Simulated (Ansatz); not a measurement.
CsLiCr2Te2S3:

```
Cs Li Cr Te S
1.0
     3.60358    0.00000    0.00000
    -1.80179    3.12079    0.00000
     0.00000    0.00000   19.06651
Cs Li Cr Te S
1 1 2 2 3
Direct
  0.00000 0.00000 0.37399
  0.66667 0.33333 0.01607
  0.00000 0.00000 0.86637
  0.33333 0.66667 0.16833
  0.33333 0.66667 0.53891
  0.66667 0.33333 0.77276
  0.00000 0.00000 0.10030
  0.33333 0.66667 0.92920
  0.66667 0.33333 0.23408
```

The cell was built by a generator and needn't be a form met in nature.

```yaml
Program: Ansatz 0.2.0
Task: relaxation of cell and atoms
Functional: r2SCAN
Potentials_or_basis: Ansatz PAW
Cutoff: "500 eV (not typed: the program's choice for these potentials)"
k_mesh: 6 × 6 × 1
Occupations: fermi-dirac, width 0.05 eV
Spin: collinear spin, ferromagnetic start
Starting_moments: "[0.0, 0.0, 3.0, 3.0, 0.0, 0.0, 0.0, 0.0, 0.0] μB"
```

At the start: volume 23.82 Å³/atom.

Q: How do energy, volume and symmetry change on relaxing?

A: It ends after 6 steps and the volume is 23.29 Å³/atom (-2.2 %); space group P3m1 (No. 156, to 0.05 Å); moment 5.96 μB per cell.

The path:
```csv
step,energy change (eV),largest force (eV/Å),volume (Å³)
1,0.0000,0.2816,214.42
2,-0.0125,0.1338,210.61
3,-0.0183,0.0449,210.61
4,-0.0195,0.0199,209.62
5,-0.0195,0.0044,209.65
6,-0.0187,0.0045,209.65
```

Final structure:
```xyz
9
Lattice="3.5985 0.0000 0.0000 -1.7992 3.1164 0.0000 0.0000 0.0000 18.6950" Properties=species:S:1:pos:R:3 pbc="T T T"
Cs    0.0000    0.0000    7.0989
Li    1.7992    1.0388    0.2497
Cr    0.0000    0.0000   16.0616
Cr    0.0000    2.0776    3.1832
Te    0.0000    2.0776   10.2653
Te    1.7992    1.0388   14.2752
S     0.0000    0.0000    1.8830
S     0.0000    2.0776   17.3072
S     1.7992    1.0388    4.4558
```

Caveat: the magnetic or orbital state may not be the lowest; the plane-wave basis is chosen anew once the cell has moved, so the energies of steps on either side of that aren't comparable; only a ferromagnetic start was run, and an antiferromagnetic order may lie lower in energy; the PAW data sets come from PBE, with cores solved anew for the run's functional, which leaves a small shift of forces and pressure.
